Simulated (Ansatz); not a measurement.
**CH4FGa: an energy map over angle F3–Ga2–H7 and angle H5–C1–H6**

Aim: map the energy of CH4FGa, SMILES [CH3][GaH][F] over two coordinates, and find its wells, ridges and stiffness.

Method: RKS wB97X-V/def2-TZVP; program: Ansatz 0.2.0.

**1. Starting geometry**

SMILES `[CH3][GaH][F]`, 7 atoms, charge 0, spin multiplicity 1.

Atoms are counted from 1 here; the program's logs count them from 0.

Bond lengths: C1–Ga2 1.963 Å, C1–H4 1.110 Å, C1–H5 1.107 Å, C1–H6 1.107 Å, Ga2–F3 1.782 Å, Ga2–H7 1.575 Å. Angles: Ga2–C1–H4 108.8°, Ga2–C1–H5 110.0°, Ga2–C1–H6 111.8°, H4–C1–H5 108.1°, H4–C1–H6 108.1°, H5–C1–H6 109.8°, C1–Ga2–F3 114.1°, C1–Ga2–H7 133.7°, F3–Ga2–H7 112.2°.

Geometry (Å):

```xyz
7

C    -0.6405    0.6594   -0.1948
Ga    0.6380   -0.8015    0.0977
F     1.9194   -0.4217    1.2770
H    -1.4747    0.5553    0.5301
H    -0.1491    1.6355   -0.0159
H    -1.0664    0.6346   -1.2167
H     0.7733   -2.2616   -0.4773
```

This geometry comes from a loose relaxation at PBE in a small basis, which is not shown.

**3. Plan of the scan**

The axes are (1) angle F3–Ga2–H7: 7 values from 87.7 to 137.7 °; (2) angle H5–C1–H6: 7 values from 74.4 to 144.4 °.

Nothing else is relaxed (all other coordinates rigid). Energies count from the relaxed molecule at the same level. Points are written as (first, second).

(The set-up runs are not shown.)

**4. Grid point (129.4°, 144.4°)**

input.yaml

```yaml
crystal:
  periodic: [false, false, false]
  atoms:
    - { symbol: C, position_ang: [-0.634855, 0.650252, -0.191049] }
    - { symbol: Ga, position_ang: [0.636884, -0.797587, 0.099347] }
    - { symbol: F, position_ang: [1.657696, 0.030423, 1.28239] }
    - { symbol: H, position_ang: [-1.463762, 0.557541, 0.51805] }
    - { symbol: H, position_ang: [-0.083071, 1.258875, 0.528393] }
    - { symbol: H, position_ang: [-1.054426, 0.628962, -1.19933] }
    - { symbol: H, position_ang: [0.761763, -2.23679, -0.476693] }
basis:
  gaussian: { orbitals: def2-TZVP }
hamiltonian:
  xc: { name: wB97X-V }
output:
  forces: true
```

Run with:

```bash
$ ansatz run input.yaml --threads 1 --pin off --max-ram 2560MiB --backend cpu --events-out ev --progress --plain --runs-dir out
```

Further runs follow: all other points of the grid.

Q: Predict the outcome of this session. Wanted: lowest point; highest computed point; largest force on an atom.

The runs gave:

| quantity | value |
| --- | --- |
| lowest point | (112.7°, 109.4°), 0 kJ/mol |
| highest computed point | (137.7°, 74.4°), 141 kJ/mol above the lowest |
| largest force on an atom (eV/Å) | 0.00 at (112.7°, 109.4°) to 3.03 at (87.7°, 144.4°); 0.00 at the lowest point |
| time for the whole task | 6.5 min on 1 thread, shared host |

**Reading.** The lowest computed point is at (112.7°, 109.4°), which is the relaxed molecule at the same level itself. It is the only kind of minimum in the scanned range. The highest computed point, (137.7°, 74.4°), lies 141 kJ/mol above the lowest. Round the minimum the two coordinates are nearly uncoupled.
